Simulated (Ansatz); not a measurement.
**CH₅MoNO₂: basis-set convergence**

The task here is to estimate one member of a computed series from the others.

Method: one geometry, several basis sets; program: Ansatz 0.2.0, Gaussian basis.

Plan: PBE0-D4/def2-SVP; ωB97M-V/def2-SVP; PBE0-D4/def2-QZVPP; ωB97M-V/def2-QZVPP; the functionals' def2-TZVPP values are taken from earlier runs.

### The relaxed structure

The geometry comes from an earlier relaxation with PBE0-D4 in a triple-zeta def2 set; it is a stationary point, not always the lowest conformer. Mo takes the def2 core potential; no spin-orbit term is included.

SMILES `[CH3][Mo]([NH2])(=[O])=[O]`, 10 atoms, charge 0, spin multiplicity 1.

Atoms are counted from 1 here; the program's logs count them from 0.

Bond lengths: C1–Mo2 2.108 Å, C1–H6 1.093 Å, C1–H7 1.093 Å, C1–H8 1.093 Å, Mo2–N3 1.923 Å, Mo2–O4 1.681 Å, Mo2–O5 1.681 Å, N3–H9 1.010 Å, N3–H10 1.010 Å. Angles: Mo2–C1–H6 109.8°, Mo2–C1–H7 109.8°, Mo2–C1–H8 109.3°, H6–C1–H7 109.7°, H6–C1–H8 109.1°, H7–C1–H8 109.1°, C1–Mo2–N3 107.3°, C1–Mo2–O4 105.9°, C1–Mo2–O5 105.9°, N3–Mo2–O4 112.2°, N3–Mo2–O5 112.2°, O4–Mo2–O5 112.8°, Mo2–N3–H9 123.4°, Mo2–N3–H10 123.4°, H9–N3–H10 110.8°.

The first run:

in.yaml

```yaml
crystal:
  periodic: [false, false, false]
  atoms:
    - {symbol: C, position_ang: [-1.528527, -0.243859, 0.008962]}
    - {symbol: Mo, position_ang: [0.398333, 0.375611, -0.579411]}
    - {symbol: N, position_ang: [1.623366, -0.195832, 0.787862]}
    - {symbol: O, position_ang: [0.693380, -0.377793, -2.052543]}
    - {symbol: O, position_ang: [0.323892, 2.049829, -0.706845]}
    - {symbol: H, position_ang: [-1.789149, 0.216674, 0.964796]}
    - {symbol: H, position_ang: [-1.553759, -1.331840, 0.105336]}
    - {symbol: H, position_ang: [-2.253633, 0.065768, -0.747461]}
    - {symbol: H, position_ang: [1.974747, 0.416358, 1.510930]}
    - {symbol: H, position_ang: [2.194351, -1.026014, 0.711375]}
basis:
  gaussian: {orbitals: def2-SVP}
hamiltonian: {xc: pbe0, dispersion: d4}
output: {orbitals: {seedname: orbitals}}
```

Among the steps run: PBE0-D4 in def2-SVP; ωB97M-V in def2-SVP; PBE0-D4 in def2-QZVPP; ωB97M-V in def2-QZVPP.

One table of the session follows, with a row left open; its other results are not shown here.

It belongs to the step «Density functionals: the series». 

| functional | basis | HOMO (eV) | LUMO (eV) |
| --- | --- | --- | --- |
| PBE0-D4 | def2-SVP | -8.56 | -1.98 |
| PBE0-D4 | def2-TZVPP | -8.58 | -2.05 |
| PBE0-D4 | def2-QZVPP | -8.61 | -2.08 |
| ωB97M-V | def2-SVP | -10.91 | 0.16 |
| ωB97M-V | def2-TZVPP | -10.94 | 0.08 |
| ωB97M-V | def2-QZVPP | ? | ? |

**Question.** Estimate the row for ωB97M-V, def2-QZVPP.

The run gave: HOMO (eV): -10.96; LUMO (eV): 0.03. In the column «HOMO (eV)» it is the lowest.
